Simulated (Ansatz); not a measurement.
**CuSiH₃ (singlet): from Hartree-Fock to the top rungs, def2-SVP**

An exercise on one series of results from a longer session: the logs are not shown, and one member is left open.

Computed with Ansatz 0.2.0, Gaussian basis. Level: def2-SVP, core rule «outside noble gas», up to 14 orbitals frozen.

Plan: UHF; CCSD(T) on RHF; CISD; CCSDT(Q) on RHF; CASSCF and MRCISD+Q, 8 electrons in 8 orbitals; CASSCF and NEVPT2, 8 electrons in 8 orbitals.

6 further runs of the same task are left out: 1 that didn't finish, 5 set aside as unsound or not needed.

## The system

The geometry is a PBE0/def2-TZVP stationary point (not a proven minimum).

5 atoms, charge 0, spin multiplicity 1.

Atoms are counted from 1 here; the program's logs count them from 0.

Bond lengths: Cu1–Si2 2.255 Å, Si2–H3 1.492 Å, Si2–H4 1.492 Å, Si2–H5 1.492 Å. Angles: Cu1–Si2–H3 111.9°, Cu1–Si2–H4 111.9°, Cu1–Si2–H5 111.9°, H3–Si2–H4 107.0°, H3–Si2–H5 107.0°, H4–Si2–H5 107.0°.

The first run:

in.yaml reads:

```yaml
crystal:
  periodic: [false, false, false]
  atoms:
    - {symbol: Cu, position_ang: [-0.758988, 0.004438, 0.005181]}
    - {symbol: Si, position_ang: [1.496312, -0.008750, -0.010213]}
    - {symbol: H, position_ang: [2.044313, -1.396765, -0.009179]}
    - {symbol: H, position_ang: [2.064619, 0.684515, 1.182809]}
    - {symbol: H, position_ang: [2.048200, 0.676245, -1.215656]}
basis:
  gaussian: {orbitals: def2-SVP}
magnetization: {spin_polarized: true, initial_magnetization: 0}
hamiltonian: {xc: hf}
output: {orbitals: {seedname: orbitals}}
```

Launch:

```
$ ansatz run in.yaml --threads 1 --pin off --events-out ev --progress --plain --max-ram 2393MiB
```

Among the steps run: UHF; CCSD(T) on RHF; CISD; CCSDT(Q) on RHF; CASSCF and MRCISD+Q, 8 electrons in 8 orbitals; CASSCF and NEVPT2, 8 electrons in 8 orbitals.

One table of the session follows, with a row left open; its other results are not shown here.

It belongs to the step «Misses and costs». 

```
           method  from RCCSDT(Q) (meV)
              RHF              +11594.6
             RMP2                +174.7
             CISD               +1537.1
            RCCSD                +432.8
         RCCSD(T)                 -48.7
           RCCSDT                 -58.0
        RCCSDT(Q)                     0
  CASSCF frontier              +10133.5
  NEVPT2 frontier                +173.0
  MRCISD frontier               +1156.1
MRCISD+Q frontier                     ?
```

Q: Estimate the row for MRCISD+Q frontier from the others.

**Answer.** from RCCSDT(Q) (meV): +367.9. In the column «from RCCSDT(Q) (meV)» it lies between RMP2 (+174.7) and RCCSD (+432.8).

With the free atoms at the same levels and basis (separate runs), the atomisation energy is 11.743 eV at RCCSDT(Q), 11.728 eV at RCCSD(T), 8.948 eV at RHF.
